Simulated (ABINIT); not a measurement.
Runs of ABINIT 10.8.3 (patched build) on BaH. The structure is cubic, space group Fm-3m (No. 225). The conventional cell has a = 5.810 Å, b = 5.810 Å, c = 5.810 Å, α = 90.00°, β = 90.00°, γ = 90.00°. Ba (site symmetry m-3m) is surrounded by 6 H at 2.90 Å. Around H (site symmetry m-3m) lie 6 Ba at 2.90 Å. The cell was built by a generator and needn't be a form met in nature.

| task | level | potentials or basis | cell | k mesh | cutoff (eV) | smearing | inner loops (nnsclo) | bands in the sums | broadening (eV) | scissor shift (eV) | tensor components | other keys | gap on the mesh (eV) | pressure (GPa) |
| --- | --- | --- | --- | --- | --- | --- | --- | --- | --- | --- | --- | --- | --- | --- |
| single point | LDA | PseudoDojo NC SR LDA v0.4.1 standard | as given | 6 × 6 × 6 | 762 | fermi-dirac 0.05 eV | - | - | - | - | - | - | none | (a) |
| optical spectrum | LDA | PseudoDojo NC SR LDA v0.4.1 standard | as given | 6 × 6 × 6, with 4 shifts | 762 | fermi-dirac 0.136 eV | 2 | 14 | 0.05 | 0 | [11] | nnsclo = 2; width = 0.136 | - | -2.3 |
| optical spectrum | BLYP | PseudoDojo NC SR PBE v0.5 stringent | volume scaled by 0.92 | 6 × 6 × 6, with 4 shifts | 871 | fermi-dirac 0.05 eV | - | 14 | 0.05 | 0 | [11] | - | - | 3.8 |
| single point | BLYP | PseudoDojo NC SR PBE v0.5 stringent | cell squeezed | 6 × 6 × 6 | 871 | fermi-dirac 0.05 eV | - | - | - | - | - | - | none | 3.7 |

Alike in all rows: no spin polarisation.

Fill in the values left out.

(a) -2.6.

Caveats: this set's barium file shifts pressures by 1 GPa against other sets (some runs); this release of the barium file is off (some runs); the intraband (Drude) term is left out (some runs); spectra need much finer meshes, so this one isn't converged (some runs); independent-particle spectra lack excitons (some runs); the potentials were made for another functional, which shifts forces and pressure (some runs).

A k mesh can miss the band edges, and the runs leave out spin-orbit coupling on Ba.

A gap of «none» marks a metal or a gap under the smearing width.
